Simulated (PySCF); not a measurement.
**Ni²⁺, Ni³⁺: ionisation energy in cc-pVDZ**

Each state of nickel is computed at each level; their differences give the ionisation energy. How far do the methods differ?

Method: unrestricted determinants in a Gaussian basis, no spin-orbit coupling in the energies. Code: PySCF 2.14.0.

## 1. The atom as given

| Item | Value |
| --- | --- |
| Element | nickel (Z = 28) |
| Basis | cc-pVDZ |
| Hamiltonian | the non-relativistic Hamiltonian (point nucleus) |
| State 1 | Ni²⁺: [Ar] 3d8, high-spin 3F determinant |
| State 2 | Ni³⁺: [Ar] 3d7, high-spin 4F determinant |
| Methods | UHF, M06-2X, B3LYP, MP2 |
| Core shells frozen in the correlated runs | valence: [Ar] (for Ni²⁺) |

The outer shells:

Ni2+ [Ar] 3d8
```
[Ar] core
3d [↑↓][↑↓][↑↓][↑ ][↑ ]
```

Ni3+ [Ar] 3d7
```
[Ar] core
3d [↑↓][↑↓][↑ ][↑ ][↑ ]
```

One driver process ran all states and methods and kept the integrals in memory. Each run is shown as a PySCF script that sums up its settings (the driver passes frozen orbitals as a list and adds second-order terms of double hybrids); the logs are those of the runs themselves. The driver starts from symmetry-adapted Hartree-Fock orbitals, holds the occupation by maximum overlap and uses a logarithmic radial grid for functionals, so a plain start would take other cycles.

The driver's launch:

```bash
$ OMP_NUM_THREADS=1 python atomrun2.py TASK.json OUT
```

The integrals over 43 functions and the set-up took 1 s of CPU time.

## 2. Ni²⁺: the ladder of methods

Level: UHF.

input.py reads:

```python
from pyscf import gto, scf, dft, mp, cc
import basis_set_exchange as bse
mol = gto.M(atom="Ni 0 0 0", charge=2, spin=2, symmetry="D2h",
            basis=gto.basis.parse(bse.get_basis("cc-pVDZ", elements=["Ni"], fmt="nwchem", header=False)))
mf = scf.UHF(mol)
mf.irrep_nelec = {'Ag': (5, 3), 'B1g': (1, 1), 'B2g': (1, 1), 'B3g': (1, 1), 'B1u': (2, 2), 'B2u': (2, 2), 'B3u': (2, 2)}
mf.kernel()
```

Standard output:

```text
damping factor = 0
level_shift factor = 0
DIIS = <class 'pyscf.scf.diis.CDIIS'>
diis_start_cycle = 1
diis_space = 10
diis_damp = 0
SCF conv_tol = 1e-09
SCF conv_tol_grad = None
number electrons alpha = 14  beta = 12
cycle= 1 E= -1506.03332712281  delta_E= -0.00667  |g|= 0.027  |ddm|= 0.039
cycle= 2 E= -1506.03343606666  delta_E= -0.000109  |g|= 0.00373  |ddm|= 0.00514
cycle= 3 E= -1506.03343841788  delta_E= -2.35e-06  |g|= 0.000919  |ddm|= 0.00208
cycle= 4 E= -1506.03343859387  delta_E= -1.76e-07  |g|= 0.000239  |ddm|= 0.00081
cycle= 5 E= -1506.03343862803  delta_E= -3.42e-08  |g|= 3.59e-05  |ddm|= 0.000337
cycle= 6 E= -1506.03343862869  delta_E= -6.59e-10  |g|= 5.2e-06  |ddm|= 7.22e-05
converged SCF energy = -1506.03343862869  <S^2> = 2.0027388  2S+1 = 3.0018253
```

It took 0.29 s on 1 thread of Neoverse-N1, shared host, the integrals not counted.

Orbital energies by shell (radii are means over both spins):

| shell | electrons | mean orbital energy (eV) | spread (eV) | rms radius (bohr) |
| --- | --- | --- | --- | --- |
| 1s α | 1 | -8335.4 | 0 | 0.0635 |
| 1s β | 1 | -8335.3 | 0 | 0.0635 |
| 2s α | 1 | -1051.7 | 0 | 0.268 |
| 2s β | 1 | -1049.6 | 0 | 0.268 |
| 2p α | 3 | -916.40 | 0 | 0.239 |
| 2p β | 3 | -914.31 | 0 | 0.239 |
| 3s α | 1 | -155.01 | 0 | 0.806 |
| 3s β | 1 | -149.65 | 0 | 0.806 |
| 3p α | 3 | -111.99 | 0 | 0.852 |
| 3p β | 3 | -105.53 | 0 | 0.852 |
| 3d α | 5 | -39.809 | 1.464 | 1.08 |
| 3d β | 3 | -37.210 | 0 | 1.08 |

⟨S²⟩ = 2.003, ⟨L²⟩ = 12.02.

Level: M06-2X.

input.py differs from the last one in:

```diff
@@ -4,3 +4,3 @@
             basis=gto.basis.parse(bse.get_basis("cc-pVDZ", elements=["Ni"], fmt="nwchem", header=False)))
-mf = scf.UHF(mol)
+mf = dft.UKS(mol, xc="M062X")
 mf.irrep_nelec = {'Ag': (5, 3), 'B1g': (1, 1), 'B2g': (1, 1), 'B3g': (1, 1), 'B1u': (2, 2), 'B2u': (2, 2), 'B3u': (2, 2)}
```

Standard output:

```text
damping factor = 0
level_shift factor = 0
DIIS = <class 'pyscf.scf.diis.CDIIS'>
diis_start_cycle = 1
diis_space = 10
diis_damp = 0
SCF conv_tol = 1e-09
SCF conv_tol_grad = None
number electrons alpha = 14  beta = 12
XC functionals = M062X
    Y. Zhao and D. G. Truhlar.,  Theor. Chem. Acc. 120, 215 (2008)
    Y. Zhao and D. G. Truhlar.,  Theor. Chem. Acc. 120, 215 (2008)
cycle= 1 E= -1507.31703335662  delta_E= -0.00258  |g|= 0.0346  |ddm|= 0.0925
cycle= 2 E= -1507.31697870197  delta_E= 5.47e-05  |g|= 0.0387  |ddm|= 0.0611
cycle= 3 E= -1507.31724237227  delta_E= -0.000264  |g|= 0.000861  |ddm|= 0.0303
cycle= 4 E= -1507.31724256222  delta_E= -1.9e-07  |g|= 8.24e-05  |ddm|= 0.000898
cycle= 5 E= -1507.31724256658  delta_E= -4.35e-09  |g|= 5.03e-06  |ddm|= 0.000137
cycle= 6 E= -1507.31724256659  delta_E= -1.23e-11  |g|= 5.52e-07  |ddm|= 1.07e-05
converged SCF energy = -1507.31724256659  <S^2> = 2.0024728  2S+1 = 3.0016481
```

It took 2.2 s on 1 thread of Neoverse-N1, shared host, the integrals not counted.

Level: B3LYP.

input.py differs from the last one in:

```diff
@@ -4,3 +4,3 @@
             basis=gto.basis.parse(bse.get_basis("cc-pVDZ", elements=["Ni"], fmt="nwchem", header=False)))
-mf = dft.UKS(mol, xc="M062X")
+mf = dft.UKS(mol, xc="B3LYP")
 mf.irrep_nelec = {'Ag': (5, 3), 'B1g': (1, 1), 'B2g': (1, 1), 'B3g': (1, 1), 'B1u': (2, 2), 'B2u': (2, 2), 'B3u': (2, 2)}
```

Standard output:

```text
damping factor = 0
level_shift factor = 0
DIIS = <class 'pyscf.scf.diis.CDIIS'>
diis_start_cycle = 1
diis_space = 10
diis_damp = 0
SCF conv_tol = 1e-09
SCF conv_tol_grad = None
number electrons alpha = 14  beta = 12
XC functionals = B3LYP
    P. J. Stephens, F. J. Devlin, C. F. Chabalowski, and M. J. Frisch.,  J. Phys. Chem. 98, 11623 (1994)
cycle= 1 E= -1507.38079434441  delta_E= -0.00359  |g|= 0.0962  |ddm|= 0.11
cycle= 2 E= -1507.3788991601  delta_E= 0.0019  |g|= 0.14  |ddm|= 0.167
cycle= 3 E= -1507.38244560645  delta_E= -0.00355  |g|= 0.000635  |ddm|= 0.0995
cycle= 4 E= -1507.38244579057  delta_E= -1.84e-07  |g|= 6.25e-05  |ddm|= 0.000992
cycle= 5 E= -1507.38244579276  delta_E= -2.18e-09  |g|= 3.79e-06  |ddm|= 0.000125
cycle= 6 E= -1507.38244579276  delta_E= 9.09e-13  |g|= 2.39e-07  |ddm|= 2.59e-06
converged SCF energy = -1507.38244579276  <S^2> = 2.0010542  2S+1 = 3.0007027
```

It took 1.2 s on 1 thread of Neoverse-N1, shared host, the integrals not counted.

Level: MP2 (valence).

input.py reads:

```python
from pyscf import gto, scf, dft, mp, cc
import basis_set_exchange as bse
mol = gto.M(atom="Ni 0 0 0", charge=2, spin=2, symmetry="D2h",
            basis=gto.basis.parse(bse.get_basis("cc-pVDZ", elements=["Ni"], fmt="nwchem", header=False)))
mf = scf.UHF(mol)
mf.irrep_nelec = {'Ag': (5, 3), 'B1g': (1, 1), 'B2g': (1, 1), 'B3g': (1, 1), 'B1u': (2, 2), 'B2u': (2, 2), 'B3u': (2, 2)}
mf.kernel()
mp.UMP2(mf, frozen=9).kernel()
```

This step left no log, only its results.

It took 0.04 s on 1 thread of Neoverse-N1, shared host, the integrals not counted.

With 8 electrons correlated, the MP2 correlation energy is -0.20661 hartree (-0.08116 same spin, -0.12545 opposite spin); the SCS form gives -0.17760. Largest pairs of shells: 3d-3d -0.2066.

Radial density 4πr²ρ of Ni²⁺ at UHF:

| r (bohr) | density | spin density |
| --- | --- | --- |
| 0.000960 | 0.164 | 0.000 |
| 0.00161 | 0.447 | 0.000 |
| 0.00271 | 1.19 | 0.000 |
| 0.00457 | 3.03 | 0.000 |
| 0.00768 | 7.20 | 0.000 |
| 0.0129 | 15.2 | 0.000 |
| 0.0217 | 26.4 | 0.000 |
| 0.0365 | 33.7 | 0.001 |
| 0.0615 | 29.2 | 0.005 |
| 0.103 | 28.6 | 0.030 |
| 0.174 | 38.3 | 0.184 |
| 0.293 | 22.6 | 0.843 |
| 0.492 | 18.0 | 1.989 |
| 0.828 | 17.0 | 1.851 |
| 1.39 | 4.26 | 0.635 |
| 2.34 | 0.403 | 0.069 |
| 3.94 | 0.00362 | 0.000 |

## 3. Ni³⁺, method by method

Level: UHF.

input.py reads:

```python
from pyscf import gto, scf, dft, mp, cc
import basis_set_exchange as bse
mol = gto.M(atom="Ni 0 0 0", charge=3, spin=3, symmetry="D2h",
            basis=gto.basis.parse(bse.get_basis("cc-pVDZ", elements=["Ni"], fmt="nwchem", header=False)))
mf = scf.UHF(mol)
mf.irrep_nelec = {'Ag': (5, 4), 'B1g': (1, 1), 'B2g': (1, 0), 'B3g': (1, 0), 'B1u': (2, 2), 'B2u': (2, 2), 'B3u': (2, 2)}
mf.kernel()
```

Standard output:

```text
damping factor = 0
level_shift factor = 0
DIIS = <class 'pyscf.scf.diis.CDIIS'>
diis_start_cycle = 1
diis_space = 10
diis_damp = 0
SCF conv_tol = 1e-09
SCF conv_tol_grad = None
number electrons alpha = 14  beta = 11
cycle= 1 E= -1504.81487968719  delta_E= -0.00701  |g|= 0.0279  |ddm|= 0.0403
cycle= 2 E= -1504.81499527068  delta_E= -0.000116  |g|= 0.00373  |ddm|= 0.00531
cycle= 3 E= -1504.81499754624  delta_E= -2.28e-06  |g|= 0.0004  |ddm|= 0.00145
cycle= 4 E= -1504.81499758605  delta_E= -3.98e-08  |g|= 0.000137  |ddm|= 0.000432
cycle= 5 E= -1504.81499759414  delta_E= -8.08e-09  |g|= 1.77e-05  |ddm|= 0.000187
cycle= 6 E= -1504.81499759427  delta_E= -1.35e-10  |g|= 2e-06  |ddm|= 3.47e-05
converged SCF energy = -1504.81499759427  <S^2> = 3.7530364  2S+1 = 4.0015179
```

It took 0.21 s on 1 thread of Neoverse-N1, shared host, the integrals not counted.

Orbital energies by shell (radii are means over both spins):

| shell | electrons | mean orbital energy (eV) | spread (eV) | rms radius (bohr) |
| --- | --- | --- | --- | --- |
| 1s α | 1 | -8355.9 | 0 | 0.0635 |
| 1s β | 1 | -8355.8 | 0 | 0.0635 |
| 2s α | 1 | -1073.6 | 0 | 0.268 |
| 2s β | 1 | -1070.1 | 0 | 0.268 |
| 2p α | 3 | -938.14 | 0 | 0.239 |
| 2p β | 3 | -934.72 | 0 | 0.239 |
| 3s α | 1 | -176.67 | 0 | 0.799 |
| 3s β | 1 | -168.34 | 0 | 0.799 |
| 3p α | 3 | -133.52 | 0 | 0.839 |
| 3p β | 3 | -123.47 | 0 | 0.839 |
| 3d α | 5 | -60.790 | 1.546 | 0.995 |
| 3d β | 2 | -56.709 | 0 | 0.995 |

⟨S²⟩ = 3.753, ⟨L²⟩ = 12.02.

Level: M06-2X.

input.py differs from the last one in:

```diff
@@ -4,3 +4,3 @@
             basis=gto.basis.parse(bse.get_basis("cc-pVDZ", elements=["Ni"], fmt="nwchem", header=False)))
-mf = scf.UHF(mol)
+mf = dft.UKS(mol, xc="M062X")
 mf.irrep_nelec = {'Ag': (5, 4), 'B1g': (1, 1), 'B2g': (1, 0), 'B3g': (1, 0), 'B1u': (2, 2), 'B2u': (2, 2), 'B3u': (2, 2)}
```

Standard output:

```text
damping factor = 0
level_shift factor = 0
DIIS = <class 'pyscf.scf.diis.CDIIS'>
diis_start_cycle = 1
diis_space = 10
diis_damp = 0
SCF conv_tol = 1e-09
SCF conv_tol_grad = None
number electrons alpha = 14  beta = 11
XC functionals = M062X
    Y. Zhao and D. G. Truhlar.,  Theor. Chem. Acc. 120, 215 (2008)
    Y. Zhao and D. G. Truhlar.,  Theor. Chem. Acc. 120, 215 (2008)
cycle= 1 E= -1506.01777465435  delta_E= -0.00218  |g|= 0.0184  |ddm|= 0.0808
cycle= 2 E= -1506.01780402127  delta_E= -2.94e-05  |g|= 0.0143  |ddm|= 0.0327
cycle= 3 E= -1506.01784062213  delta_E= -3.66e-05  |g|= 0.000701  |ddm|= 0.0141
cycle= 4 E= -1506.01784077169  delta_E= -1.5e-07  |g|= 6.66e-05  |ddm|= 0.000743
cycle= 5 E= -1506.01784077396  delta_E= -2.27e-09  |g|= 2.35e-06  |ddm|= 0.000119
cycle= 6 E= -1506.01784077397  delta_E= -9.09e-13  |g|= 1.2e-07  |ddm|= 5.25e-06
converged SCF energy = -1506.01784077397  <S^2> = 3.7527172  2S+1 = 4.0013584
```

It took 2.2 s on 1 thread of Neoverse-N1, shared host, the integrals not counted.

Level: B3LYP.

input.py differs from the last one in:

```diff
@@ -4,3 +4,3 @@
             basis=gto.basis.parse(bse.get_basis("cc-pVDZ", elements=["Ni"], fmt="nwchem", header=False)))
-mf = dft.UKS(mol, xc="M062X")
+mf = dft.UKS(mol, xc="B3LYP")
 mf.irrep_nelec = {'Ag': (5, 4), 'B1g': (1, 1), 'B2g': (1, 0), 'B3g': (1, 0), 'B1u': (2, 2), 'B2u': (2, 2), 'B3u': (2, 2)}
```

Standard output:

```text
damping factor = 0
level_shift factor = 0
DIIS = <class 'pyscf.scf.diis.CDIIS'>
diis_start_cycle = 1
diis_space = 10
diis_damp = 0
SCF conv_tol = 1e-09
SCF conv_tol_grad = None
number electrons alpha = 14  beta = 11
XC functionals = B3LYP
    P. J. Stephens, F. J. Devlin, C. F. Chabalowski, and M. J. Frisch.,  J. Phys. Chem. 98, 11623 (1994)
cycle= 1 E= -1506.0599258211  delta_E= -0.00298  |g|= 0.059  |ddm|= 0.0824
cycle= 2 E= -1506.05986713568  delta_E= 5.87e-05  |g|= 0.0612  |ddm|= 0.109
cycle= 3 E= -1506.06055507934  delta_E= -0.000688  |g|= 0.000618  |ddm|= 0.0547
cycle= 4 E= -1506.06055520082  delta_E= -1.21e-07  |g|= 4.14e-05  |ddm|= 0.000947
cycle= 5 E= -1506.06055520145  delta_E= -6.28e-10  |g|= 7.43e-07  |ddm|= 7.04e-05
converged SCF energy = -1506.06055520145  <S^2> = 3.7511209  2S+1 = 4.0005604
```

Time after the integrals: 1 s (1 thread of Neoverse-N1, shared host).

Level: MP2 (valence).

input.py reads:

```python
from pyscf import gto, scf, dft, mp, cc
import basis_set_exchange as bse
mol = gto.M(atom="Ni 0 0 0", charge=3, spin=3, symmetry="D2h",
            basis=gto.basis.parse(bse.get_basis("cc-pVDZ", elements=["Ni"], fmt="nwchem", header=False)))
mf = scf.UHF(mol)
mf.irrep_nelec = {'Ag': (5, 4), 'B1g': (1, 1), 'B2g': (1, 0), 'B3g': (1, 0), 'B1u': (2, 2), 'B2u': (2, 2), 'B3u': (2, 2)}
mf.kernel()
mp.UMP2(mf, frozen=9).kernel()
```

This step left no log, only its results.

Time after the integrals: 0.04 s (1 thread of Neoverse-N1, shared host).

With 7 electrons correlated, the MP2 correlation energy is -0.12931 hartree (-0.05794 same spin, -0.07137 opposite spin); the SCS form gives -0.10495. Largest pairs of shells: 3d-3d -0.1293.

Radial density 4πr²ρ of Ni³⁺ at UHF:

| r (bohr) | density | spin density |
| --- | --- | --- |
| 0.000960 | 0.164 | 0.000 |
| 0.00161 | 0.447 | 0.000 |
| 0.00271 | 1.19 | 0.000 |
| 0.00457 | 3.03 | 0.000 |
| 0.00768 | 7.20 | 0.000 |
| 0.0129 | 15.2 | 0.000 |
| 0.0217 | 26.5 | 0.001 |
| 0.0365 | 33.7 | 0.002 |
| 0.0615 | 29.2 | 0.008 |
| 0.103 | 28.6 | 0.050 |
| 0.174 | 38.3 | 0.304 |
| 0.293 | 22.6 | 1.384 |
| 0.492 | 18.0 | 3.216 |
| 0.828 | 16.4 | 2.847 |
| 1.39 | 3.55 | 0.853 |
| 2.34 | 0.226 | 0.070 |
| 3.94 | 0.000144 | 0.000 |
| 6.63 | 1.29e-05 | 0.000 |

## 4. How the shells move

Highest occupied Hartree-Fock shell of each state: Ni²⁺ 3d β at -37.210 eV; Ni³⁺ 3d β at -56.709 eV.

## 5. Differences of total energies

Ionisation energy: Ni²⁺ [Ar] 3d8 (3F) → Ni³⁺ [Ar] 3d7 (4F).

| method | value (eV) | less the reference (eV) | CPU time, both states (s) |
| --- | --- | --- | --- |
| UHF | 33.155 | -2.032 | 0.5 |
| M06-2X | 35.359 | +0.172 | 4.5 |
| B3LYP | 35.970 | +0.783 | 2.2 |
| MP2 (valence) | 35.259 | +0.072 | 0.58 |
| SCS-MP2 (valence) | 35.132 | -0.055 | 0.58 |

Reference: 35.187 ± 0.019 eV (measured; NIST Atomic Spectra Database, ionization energies). The calculation is non-relativistic, which matters at this Z. The reference lies between the lowest fine-structure levels, while these numbers refer to the centres of the terms. Errors of the correlated levels include the incompleteness of this basis.

Times are CPU seconds on a shared host without the integrals; correlated rows include their Hartree-Fock run, whose time holds the symmetry-adapted start and any spin-orbit constants, while functionals begin from orbitals already made.

## 6. Summary of results

| quantity | value |
| --- | --- |
| ionisation energy, Ni²⁺ | UHF 33.155, MP2 (valence) 35.259 eV; reference 35.187 ± 0.019 |

What this shows: The methods span 2.815 eV, from UHF (33.155) to B3LYP (35.970). The reference is uncertain or not like for like (spin-orbit coupling or other relativistic terms), so no ranking of close methods is drawn. All values hold for this basis alone; no basis-set limit was taken.
